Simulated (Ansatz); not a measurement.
Cd, space group Im-3m, a relaxation followed by a look at the electronic structure

Computed with the Python package of Ansatz (0.2.0).

Run as a notebook:

**Cell 1**
```python
import ansatz as az
import numpy as np
```

**Cell 2**
```python
FILLING = "methfessel_paxton"
SIGMA = 0.05
```

**Cell 3**
```python
def count_gap(report):
    # lowest empty less highest filled band, counting bands; zero where they overlap
    return max(report.get("gap_by_band_count_ev") or 0.0, 0.0)
```

**Cell 4**
```python
def with_settings(crystal, spacing):
    return (
        crystal.calculation()
        .basis(39 * az.Ry, xc_grid=2)
        .occupations(FILLING, width=SIGMA)
        .functional(az.Functional.LDA)
        .mixing("anderson")
        .kpoints(spacing=spacing)
    )

system = (
    az.Lattice.of((-1.784322, 1.784322, 1.784322), (1.784322, -1.784322, 1.784322), (1.784322, 1.784322, -1.784322))
    .atom("Cd", (0.0, 0.0, 0.0))
)
```

**Cell 5**
```python
relaxed = with_settings(system, 0.3).relax(cell=True, force_tolerance=0.01, max_steps=40).checkpoint(write="relax.run").run(threads=1, backend="cpu")
cell = np.asarray(relaxed.lattice.cell_ang)
print("relaxed edges (A):", np.linalg.norm(cell, axis=1).round(4), " volume:", round(abs(np.linalg.det(cell)), 3), "A^3")
for site in relaxed.lattice.sites:
    print(" ", site.symbol, np.round(site.position_frac, 4) + 0.0)
```
Output:
```text
relaxed edges (A): [2.9681 2.9681 2.9681]  volume: 20.128 A^3
  Cd [0. 0. 0.]
```

**Cell 6**
```python
final = az.Crystal.from_checkpoint("relax.run")
out = with_settings(final, 0.22).functional("lda").stress().band_table().density_of_states(energy_step=0.05).run(threads=1, backend="cpu")
report = out.report
```
Output:
```text
DeckWarning: crystal.checkpoint: the structure is that of relax.run, a `relax` run, at its step 5: its result, under lda at a charge of 0 e; 1 atoms read, 0 with a starting moment [...]
```

**Cell 7**
```python
report["kweights"]
```
Output:
```text
[0.0005787037037037037, 0.006944444444444444, 0.006944444444444444, 0.006944444444444444,
 0.006944444444444444, 0.006944444444444444, 0.003472222222222222, 0.013888888888888888,
 0.027777777777777776, 0.027777777777777776, 0.027777777777777776, 0.027777777777777776,
 0.013888888888888888, 0.027777777777777776, 0.027777777777777776, 0.013888888888888888,
 0.013888888888888888, 0.027777777777777776, 0.004629629629629629, 0.004629629629629629,
 0.013888888888888888, 0.013888888888888888, 0.013888888888888888, 0.006944444444444444,
 0.003472222222222222, 0.013888888888888888, 0.027777777777777776, 0.027777777777777776,
 0.013888888888888888, 0.013888888888888888, 0.013888888888888888, 0.013888888888888888,
 0.013888888888888888, 0.013888888888888888, 0.027777777777777776, 0.013888888888888888,
 0.027777777777777776, 0.013888888888888888, 0.006944444444444444, 0.027777777777777776,
 0.027777777777777776, 0.013888888888888888, 0.013888888888888888, 0.004629629629629629,
 0.013888888888888888, 0.006944444444444444, 0.003472222222222222, 0.013888888888888888,
 0.013888888888888888, 0.013888888888888888, 0.013888888888888888, 0.013888888888888888,
 0.027777777777777776, 0.006944444444444444, 0.027777777777777776, 0.013888888888888888,
 0.013888888888888888, 0.0011574074074074073, 0.003472222222222222, 0.013888888888888888,
 0.013888888888888888, 0.013888888888888888, 0.006944444444444444, 0.027777777777777776,
 0.004629629629629629, 0.003472222222222222, 0.013888888888888888, 0.006944444444444444,
 0.013888888888888888, 0.003472222222222222, 0.006944444444444444, 0.0005787037037037037]
```

**Cell 8**
```python
dos = out.density_of_states()
print(f"pressure at the relaxed cell {np.trace(report['stress_gpa']) / 3:.3f} GPa, gap by band count {count_gap(report):.3f} eV")
if count_gap(report) == 0:
    print("states/eV at the Fermi level:", round(float(np.interp(dos.fermi_ev, dos.energies_ev, dos.spin_summed_g_bin_mean_per_ev)), 3))
```
Output:
```text
pressure at the relaxed cell 0.424 GPa, gap by band count 0.000 eV
states/eV at the Fermi level: 0.375
```

The settings weren't tested for convergence. The mesh is modest for a metal, so energies can be off by several to tens of meV an atom and pressures by half a GPa or more; differences at equal mesh fare better. The zero of the levels is a convention of the potentials, so an absolute Fermi energy is no work function. A gap by band count of zero or less means overlapping bands, a metal. This isn't the structure that Cd takes at ambient conditions. Levels are Kohn-Sham eigenvalues on this mesh, without spin-orbit coupling. Warnings are shown shortened and without file and line. Where the second run takes another functional or mesh than the relaxation, its pressure isn't zero; pressure is positive in compression. The computed bands are complete only to about 8.6 eV above the Fermi level; beyond that the density of states is undercounted. Timing: 4.4 s on 1 thread of Intel(R) Xeon(R) Platinum 8488C (Sapphire Rapids), with other jobs on the host, peak memory 0.41 GiB.
